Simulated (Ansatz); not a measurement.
Run this with the Python package of Ansatz (0.2.0) and show what comes out.

`run_scan.py`:
```python
"""Potential curve of C2H3AlO along one bond."""

import ansatz as az
from ase import Atoms
import numpy as np

BASIS = "cc-pVDZ"
FUNCTIONAL = "pbe"

atoms = Atoms(["O", "C", "C", "Al", "H", "H", "H"], positions=[
    [-0.4839, -2.0891, 0.9681],
    [-0.2637, -0.974, 0.4441],
    [0.4628, 0.3504, 0.4477],
    [-0.4007, 0.4117, -1.0769],
    [1.592, 0.1991, 0.3316],
    [0.1575, 1.0303, 1.2809],
    [-1.0028, 1.0035, -2.4412],
])
system = az.Crystal.molecule_from_ase(atoms)

symbols = [site.symbol for site in system.cartesian_sites]
start = np.array([site.position_ang for site in system.cartesian_sites])
axis = (start[0] - start[1]) / np.linalg.norm(start[0] - start[1])
moving = [0]
lengths, energies = [1.101, 1.151, 1.202, 1.252, 1.302, 1.352, 1.402, 1.477], []
for length in lengths:
    xyz = start.copy()
    xyz[moving] += (length - np.linalg.norm(start[0] - start[1])) * axis
    point = az.Crystal.molecule()
    for symbol, place in zip(symbols, xyz):
        point = point.atom(symbol, place.tolist())
    setup = (
        point.calculation()
        .basis(gaussian=BASIS)
        .functional(FUNCTIONAL)
    )
    r = setup.run().report
    energies.append(r["free_energy_ev"])
    print(f"r = {length:6.3f} A  E = {energies[-1]:.5f} eV  <S^2> = {abs(r['mean_field']['state']['spin_squared']):.3f}")

# quartic fit about the minimum
fit = np.polynomial.Polynomial.fit(lengths, np.array(energies) - min(energies), 4).convert()
roots = [r.real for r in fit.deriv().roots() if abs(r.imag) < 1e-9 and fit.deriv(2)(r.real) > 0]
r_e = min(roots, key=lambda r: abs(r - lengths[int(np.argmin(energies))]))
print(f"minimum of the fit at {r_e:.4f} A, force constant {fit.deriv(2)(r_e):.2f} eV/A^2")
```

```console
$ python run_scan.py
r =  1.101 A  E = -10754.17457 eV  <S^2> = 0.000
r =  1.151 A  E = -10754.60306 eV  <S^2> = 0.000
r =  1.202 A  E = -10754.74127 eV  <S^2> = 0.000
r =  1.252 A  E = -10754.66728 eV  <S^2> = 0.000
r =  1.302 A  E = -10754.44764 eV  <S^2> = 0.000
r =  1.352 A  E = -10754.12828 eV  <S^2> = 0.000
r =  1.402 A  E = -10753.74365 eV  <S^2> = 0.000
r =  1.477 A  E = -10753.09857 eV  <S^2> = 0.000
minimum of the fit at 1.2067 A, force constant 80.76 eV/A^2
```

Reading the output:
- Total energies depend on the basis set; only differences at equal settings carry meaning.
- The rest of the molecule is held rigid at a force-field or estimated start geometry, and the basis set is modest; single-reference methods fail as a bond breaks.
- The orbitals are restricted, so S² is zero by construction.
- Toward dissociation an unrestricted state can lie under the restricted one, by tenths of an eV for polar bonds under a functional and by 1 to 2 eV or more for others.
- Hardware and time: 17 s on 1 thread of Arm Neoverse V2, on a shared host, peak memory 0.18 GiB.
